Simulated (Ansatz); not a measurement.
What does this script print? It uses the Python package of Ansatz (0.2.0).

`ch4fgens.xyz`
```text
9

F    -1.31190    2.24620    0.19650
Ge   -0.07570    1.23370   -0.37420
N     0.30520   -0.04640    0.87730
C    -0.13700   -1.18770    0.14390
S    -0.84170   -0.50230   -1.45810
H     1.17680    1.91720   -1.00770
H     1.40730   -0.12720    0.90420
H     0.60950   -1.94630   -0.06070
H    -1.04400   -1.63350    0.76160
```

The script, `freq.py`:
```python
import ansatz as az
from ase import Atoms
from ase.thermochemistry import IdealGasThermo
import numpy as np

geometry = az.Crystal.molecule_from_extxyz("ch4fgens.xyz")

calculation = (
    geometry.calculation()
    .basis(gaussian="def2-SVP")
    .functional("PBE")
)
symbols = [site.symbol for site in geometry.cartesian_sites]
start = np.array([site.position_ang for site in geometry.cartesian_sites], dtype=float)
r = calculation.relax(force_tolerance=0.003, max_steps=100).run(threads=1).report
end = np.array(r["positions_ang"])

print("bond        before    after (A)")
for i, j in [(0, 1), (1, 2), (1, 4), (1, 5), (2, 3), (2, 6), (3, 4), (3, 7), (3, 8)]:
    d0, d1 = (np.linalg.norm(xyz[i] - xyz[j]) for xyz in (start, end))
    print(f"{symbols[i]}{i}-{symbols[j]}{j}".ljust(10), f"{d0:8.4f} {d1:8.4f}")

minimum = az.Crystal.molecule()
for symbol, xyz in zip(symbols, end):
    minimum = minimum.atom(symbol, xyz.tolist())
vibrating = (
    minimum.calculation()
    .basis(gaussian="def2-SVP")
    .functional("PBE")
    .phonons(temperatures=(100, 500, 100))
)
vib = vibrating.run(threads=1).report["vibrations"]
sums = vib["harmonic_sums"]
modes = [m["omega_inv_cm"] for m in sums["modes_at_gamma"] if m["rigid_motion"] == "no"]
for number, w in enumerate(modes, start=1):
    print(f"mode {number:2d} {w:9.1f} 1/cm {w / 8065.544 * 1000:8.2f} meV")
print("imaginary modes:", sum(w < 0 for w in modes), " zero-point energy:", round(sums["zero_point_energy_ev"], 4), "eV")
gas = IdealGasThermo(vib_energies=[w / 8065.544 for w in modes if w > 0], geometry="linear" if len(modes) == 3 * len(symbols) - 5 else "nonlinear",
                     atoms=Atoms(symbols, positions=end), symmetrynumber=1, spin=0.0)
print(f"H(298 K) - E = {gas.get_enthalpy(298.15, verbose=False):.4f} eV")
print(f"S(298 K, 1 bar) = {96485.33 * gas.get_entropy(298.15, 1e5, verbose=False):.1f} J/(mol K) with symmetry number 1")

heavier = vibrating.phonons(masses={"H": 2.014102}).run(threads=1).report["vibrations"]["harmonic_sums"]
print("deuterated (1/cm):", " ".join(f"{m['omega_inv_cm']:.0f}" for m in heavier["modes_at_gamma"] if m["rigid_motion"] == "no"))
print("zero-point energy falls by", round(sums["zero_point_energy_ev"] - heavier["zero_point_energy_ev"], 4), "eV")
```

```console
$ python freq.py
bond        before    after (A)
F0-Ge1       1.6968   1.7696
Ge1-N2       1.8303   1.8411
Ge1-S4       2.1852   2.2336
Ge1-H5       1.5612   1.5454
N2-C3        1.4269   1.4626
N2-H6        1.1054   1.0245
C3-S4        1.8796   1.8773
C3-H7        1.0838   1.1129
C3-H8        1.1845   1.1128
mode  1     141.3 1/cm    17.52 meV
mode  2     146.0 1/cm    18.10 meV
mode  3     226.9 1/cm    28.13 meV
mode  4     330.4 1/cm    40.97 meV
mode  5     401.0 1/cm    49.71 meV
mode  6     468.1 1/cm    58.03 meV
mode  7     596.1 1/cm    73.91 meV
mode  8     654.9 1/cm    81.20 meV
mode  9     672.2 1/cm    83.35 meV
mode 10     736.5 1/cm    91.32 meV
mode 11     758.4 1/cm    94.03 meV
mode 12     892.0 1/cm   110.59 meV
mode 13    1031.8 1/cm   127.93 meV
mode 14    1115.8 1/cm   138.34 meV
mode 15    1173.3 1/cm   145.47 meV
mode 16    1271.3 1/cm   157.62 meV
mode 17    1446.1 1/cm   179.29 meV
mode 18    2104.0 1/cm   260.87 meV
mode 19    2946.9 1/cm   365.37 meV
mode 20    3000.5 1/cm   372.02 meV
mode 21    3500.2 1/cm   433.97 meV
imaginary modes: 0  zero-point energy: 1.4639 eV
H(298 K) - E = 1.6626 eV
S(298 K, 1 bar) = 337.7 J/(mol K) with symmetry number 1
deuterated (1/cm): 128 142 199 295 368 439 452 533 632 660 667 684 794 853 997 1048 1115 1499 2139 2233 2563
zero-point energy falls by 0.3208 eV
```

The frequencies are harmonic and unscaled, in a modest basis. The result belongs to the one conformer reached from this start, and soft torsions count as harmonic oscillators. The entropy takes a symmetry number of 1; a symmetric molecule's is lower by R ln(sigma). Hardware and time: 6.6 min on 1 thread of Arm Neoverse V1, with other jobs on the host, peak memory 0.3 GiB.

(Lines on the test bed's own set-up are left out of the output.)
